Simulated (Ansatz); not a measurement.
# SnSe (SMILES [Se][Sn]) at CCSD(T)/def2-TZVP (core potential)

What is the electronic atomisation energy of SnSe at CCSD(T)/def2-TZVP (core potential)? 

Program for the calculation: Ansatz 0.2.0.

26 further runs of the same task are left out: 26 set aside as unsound or not needed.

## 1. Starting point

SnSe has 2 atoms, charge 0, and is taken as a singlet. SMILES: `[Se][Sn]`. The shape is that of a PBE0-D4/def2-TZVP optimisation.

Bond lengths: Se1–Sn2 2.325 Å.

## 2. The energy at CCSD(T)/def2-TZVP (core potential)

File run.yaml:

```yaml
basis:
  gaussian:
    orbitals: def2-TZVP
crystal:
  periodic: [false, false, false]
  atoms:
    - {symbol: Se, position_ang: [0.000000, -0.000000, 0.006530]}
    - {symbol: Sn, position_ang: [-0.000000, 0.000000, 2.331810]}
correlation:
  method: ccsd_t
  frozen_orbitals: {Se: 9, Sn: 4}
accuracy: high
scf:
  omitted_lower_state_checks: [cluster_reference, increment]
```

Launch:

```bash
$ ansatz run run.yaml --threads 1 --pin off --max-ram 3480MiB --events-out events.jsonl --progress --plain --runs-dir runs
```

Log, cut to the lines that bear on the results:

```text
Warning: RAYON_NUM_THREADS=1 ignored (pool sized by the plan → 1); use --threads N
Functional definition: HF
  name "HF"
[...]
1498 factors; integrals over basis functions are off by at most 4.7e-9 eV
[...]
mean field -71110.23464517 eV, -2613.2529229616 hartree, gradient 1.7e-8 eV, S^2 0.000000; 0 other end points of the search recorded, 0 dependent functions left out
13 core orbitals not correlated: weight in the atoms' cores, before any rotation towards them, 1.000 or more for the frozen orbitals, at most 0.000 for the correlated occupied ones
reference -71110.23464517 eV, -2613.2529229616 hartree; 15, 15 occupied and 70, 70 virtual orbitals, 1498 factors
second order -15.36043259 eV of doubles, -0.00000000 eV of singles
cycle   1  -14.57267070 eV  change    7.9e-1 eV  update   1.3e-1
[...]
cycle  19  -15.09140568 eV  change   4.6e-10 eV  update   2.9e-9
perturbative correction -0.65832814 eV, -0.0241931131 hartree
Total energy: -71125.98437899 eV, -2613.8317150042 hartree
Checks for a lower state left out: cluster_reference, increment
```

Run time: 12 s. Hardware: 1 thread of Arm Neoverse V2, shared host; peak memory 0.46 GiB.

## 3. The Se atom, same level

File input.yaml:

```yaml
crystal:
  periodic: [false, false, false]
  atoms:
    - {symbol: Se, position_ang: [0.000000, 0.000000, 0.000000]}
basis:
  gaussian: {orbitals: def2-TZVP}
accuracy: high
correlation: {method: ccsd_t, frozen_orbitals: {Se: 9}}
scf: {omitted_lower_state_checks: [cluster_reference, increment]}
magnetization: {spin_polarized: true, initial_magnetization: 2}
```

Launch:

```bash
$ ansatz run input.yaml --threads 1 --pin off --max-ram 3480MiB --events-out events.jsonl --progress --plain --runs-dir runs
```

Log, cut to the lines that bear on the results:

```text
Warning: RAYON_NUM_THREADS=1 ignored (pool sized by the plan → 1); use --threads N
[... 2 set-up lines as earlier in the session ...]
[...]
462 factors; integrals over basis functions are off by at most 4.5e-9 eV
[...]
mean field -65302.62461996 eV, -2399.8271910747 hartree, gradient 5.8e-8 eV, S^2 2.010209; 4 other end points of the search recorded, 0 dependent functions left out
9 core orbitals not correlated: weight in the atoms' cores, before any rotation towards them, 1.000 or more for the frozen orbitals, at most 0.000 for the correlated occupied ones
reference -65302.62461996 eV, -2399.8271910747 hartree; 9, 7 occupied and 30, 32 virtual orbitals, 462 factors
second order -5.80743805 eV of doubles, -0.00000000 eV of singles
cycle   1  -5.93188870 eV  change   -1.2e-1 eV  update   4.7e-2
[...]
cycle  17  -6.11111320 eV  change  -6.6e-10 eV  update  3.5e-10
perturbative correction -0.17335026 eV, -0.0063705046 hartree
Total energy: -65308.90908342 eV, -2400.0581408470 hartree
Checks for a lower state left out: cluster_reference, increment
```

Wall time 1.6 s (1 thread of Arm Neoverse V2, shared host); peak memory 0.13 GiB.

## 4. The Sn atom, same level

File job.yaml:

```yaml
crystal:
  periodic: [false, false, false]
  atoms:
    - {symbol: Sn, position_ang: [0.000000, 0.000000, 0.000000]}
basis:
  gaussian:
    orbitals: def2-TZVP
magnetization:
  spin_polarized: true
  initial_magnetization: 2
correlation:
  method: ccsd_t
  frozen_orbitals: {Sn: 4}
accuracy: high
scf:
  omitted_lower_state_checks: [cluster_reference, increment]
```

Launch:

```bash
$ ansatz run job.yaml --threads 1 --pin off --max-ram 3480MiB --events-out events.jsonl --progress --plain --runs-dir runs
```

Log, cut to the lines that bear on the results:

```text
Warning: RAYON_NUM_THREADS=1 ignored (pool sized by the plan → 1); use --threads N
[... 2 set-up lines as earlier in the session ...]
[...]
500 factors; integrals over basis functions are off by at most 3.4e-9 eV
[...]
mean field -5805.27487324 eV, -213.3399166348 hartree, gradient 4.4e-8 eV, S^2 2.011832; 3 other end points of the search recorded, 0 dependent functions left out
4 core orbitals not correlated: weight in the atoms' cores, before any rotation towards them, 1.000 or more for the frozen orbitals, at most 0.000 for the correlated occupied ones
reference -5805.27487324 eV, -213.3399166348 hartree; 8, 6 occupied and 38, 40 virtual orbitals, 500 factors
second order -7.20096678 eV of doubles, -0.00000000 eV of singles
cycle   1  -6.94310847 eV  change    2.6e-1 eV  update   5.8e-2
[...]
cycle  16  -7.11795040 eV  change   8.1e-10 eV  update  4.7e-10
perturbative correction -0.16292616 eV, -0.0059874259 hartree
Total energy: -5812.55574979 eV, -213.6074839132 hartree
Checks for a lower state left out: cluster_reference, increment
```

It took 1.7 s on 1 thread of Arm Neoverse V2, shared host; peak memory 0.16 GiB.

## 5. Summary of results

Level: CCSD(T)/def2-TZVP (core potential), 13 core orbitals frozen.

| quantity | value |
| --- | --- |
| molecule: total energy | -2613.83172 Eh |
| molecule: correlation energy (13 core orbitals frozen) | -578.8 mEh |
| molecule: (T) correction | -24.19 mEh |
| molecule: T1 diagnostic | 0.020 |
| Se atom: total energy | -2400.05814 Eh |
| Se atom: correlation energy (9 core orbitals frozen) | -230.9 mEh |
| Se atom: (T) correction | -6.37 mEh |
| Se atom: ⟨S²⟩ of the reference determinant | 2.010 |
| Se atom: T1 diagnostic | 0.007 |
| Sn atom: total energy | -213.60748 Eh |
| Sn atom: correlation energy (4 core orbitals frozen) | -267.6 mEh |
| Sn atom: (T) correction | -5.99 mEh |
| Sn atom: ⟨S²⟩ of the reference determinant | 2.012 |
| Sn atom: T1 diagnostic | 0.011 |
| electronic atomisation energy | 4.520 eV |

**Reading.** Taking the molecule apart into free atoms costs 4.52 eV (104 kcal/mol), before zero-point energy and without spin-orbit coupling. The triples (molecule) make up 4.2 % of the correlation energy. The triples (Se atom) make up 2.8 % of the correlation energy. The triples (Sn atom) make up 2.2 % of the correlation energy.
